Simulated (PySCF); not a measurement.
**Dy: excitation energy in cc-pVDZ-X2C**

Each state of dysprosium is computed at each level; their differences give the excitation energy. How far do the methods differ?

Method: unrestricted determinants in a Gaussian basis, no spin-orbit coupling in the energies. Code: PySCF 2.14.0.

### 1 Starting point

* Element: dysprosium (Z = 66)
* Basis: cc-pVDZ-X2C
* Hamiltonian: scalar relativity by spin-free X2C-1e
* State 1: Dy: [Xe] 4f10 6s1 6p1, one real determinant (an excited configuration)
* Needed too, but not shown: Dy [Xe] 4f10 6s2 (high-spin determinant)
* Methods: UHF, LDA, PBE, PBE0, r2SCAN, MP2
* Core shells frozen in the correlated runs: valence: [Kr] 4d10; valence and next inner shell: [Ar] 3d10 (for Dy)

The outer shells:

Dy [Xe] 4f10 6s1 6p1
```
[Xe] core
4f [↑↓][↑↓][↑↓][↑ ][↑ ][↑ ][↑ ]
6s [↑ ]
6p [↑ ][  ][  ]
```

One driver process ran all states and methods and kept the integrals in memory. Each run is shown as a PySCF script that sums up its settings (the driver passes frozen orbitals as a list and adds second-order terms of double hybrids); the logs are those of the runs themselves. The driver starts from symmetry-adapted Hartree-Fock orbitals, holds the occupation by maximum overlap and uses a logarithmic radial grid for functionals, so a plain start would take other cycles.

The integrals over 84 functions and the set-up took 11 s of CPU time.

### 2 Dy [Xe] 4f10 6s1 6p1

UHF:

Input file input.py:

```python
from pyscf import gto, scf, dft, mp, cc
import basis_set_exchange as bse
mol = gto.M(atom="Dy 0 0 0", charge=0, spin=6, symmetry="D2h",
            basis=gto.basis.parse(bse.get_basis("cc-pVDZ-X2C", elements=["Dy"], fmt="nwchem")),
            nucmod="G")
mf = scf.UHF(mol).sfx2c1e()
mf.irrep_nelec = {'Ag': (10, 9), 'B1g': (2, 2), 'B2g': (2, 2), 'B3g': (2, 2), 'Au': (1, 0), 'B1u': (6, 4), 'B2u': (7, 6), 'B3u': (6, 5)}
mf.kernel()
```

LDA:

input.py differs from the last one in:

```diff
@@ -5,3 +5,3 @@
             nucmod="G")
-mf = scf.UHF(mol).sfx2c1e()
+mf = dft.UKS(mol, xc="LDA,VWN").sfx2c1e()
 mf.irrep_nelec = {'Ag': (10, 9), 'B1g': (2, 2), 'B2g': (2, 2), 'B3g': (2, 2), 'Au': (1, 0), 'B1u': (6, 4), 'B2u': (7, 6), 'B3u': (6, 5)}
```

PBE:

input.py differs from the last one in:

```diff
@@ -5,3 +5,3 @@
             nucmod="G")
-mf = dft.UKS(mol, xc="LDA,VWN").sfx2c1e()
+mf = dft.UKS(mol, xc="PBE").sfx2c1e()
 mf.irrep_nelec = {'Ag': (10, 9), 'B1g': (2, 2), 'B2g': (2, 2), 'B3g': (2, 2), 'Au': (1, 0), 'B1u': (6, 4), 'B2u': (7, 6), 'B3u': (6, 5)}
```

PBE0:

input.py differs from the last one in:

```diff
@@ -5,3 +5,3 @@
             nucmod="G")
-mf = dft.UKS(mol, xc="PBE").sfx2c1e()
+mf = dft.UKS(mol, xc="PBE0").sfx2c1e()
 mf.irrep_nelec = {'Ag': (10, 9), 'B1g': (2, 2), 'B2g': (2, 2), 'B3g': (2, 2), 'Au': (1, 0), 'B1u': (6, 4), 'B2u': (7, 6), 'B3u': (6, 5)}
```

r2SCAN:

input.py differs from the last one in:

```diff
@@ -5,3 +5,3 @@
             nucmod="G")
-mf = dft.UKS(mol, xc="PBE0").sfx2c1e()
+mf = dft.UKS(mol, xc="R2SCAN").sfx2c1e()
 mf.irrep_nelec = {'Ag': (10, 9), 'B1g': (2, 2), 'B2g': (2, 2), 'B3g': (2, 2), 'Au': (1, 0), 'B1u': (6, 4), 'B2u': (7, 6), 'B3u': (6, 5)}
```

MP2 (valence):

input.py differs from the last one in:

```diff
@@ -5,4 +5,5 @@
             nucmod="G")
-mf = dft.UKS(mol, xc="R2SCAN").sfx2c1e()
+mf = scf.UHF(mol).sfx2c1e()
 mf.irrep_nelec = {'Ag': (10, 9), 'B1g': (2, 2), 'B2g': (2, 2), 'B3g': (2, 2), 'Au': (1, 0), 'B1u': (6, 4), 'B2u': (7, 6), 'B3u': (6, 5)}
 mf.kernel()
+mp.UMP2(mf, frozen=23).kernel()
```

MP2 (valence and next inner shell):

input.py differs from the last one in:

```diff
@@ -8,2 +8,2 @@
 mf.kernel()
-mp.UMP2(mf, frozen=23).kernel()
+mp.UMP2(mf, frozen=14).kernel()
```

What does the calculation give?

The runs gave:

| quantity | value |
| --- | --- |
| excitation energy, Dy → [Xe] 4f10 6s1 6p1 | UHF 1.125, MP2 (valence and next inner shell) 2.046 eV |

**Reading.** The methods span 1.086 eV, from UHF (1.125) to LDA (2.211). No reference value is at hand in this session. The basis is finite, and no extrapolation was made.
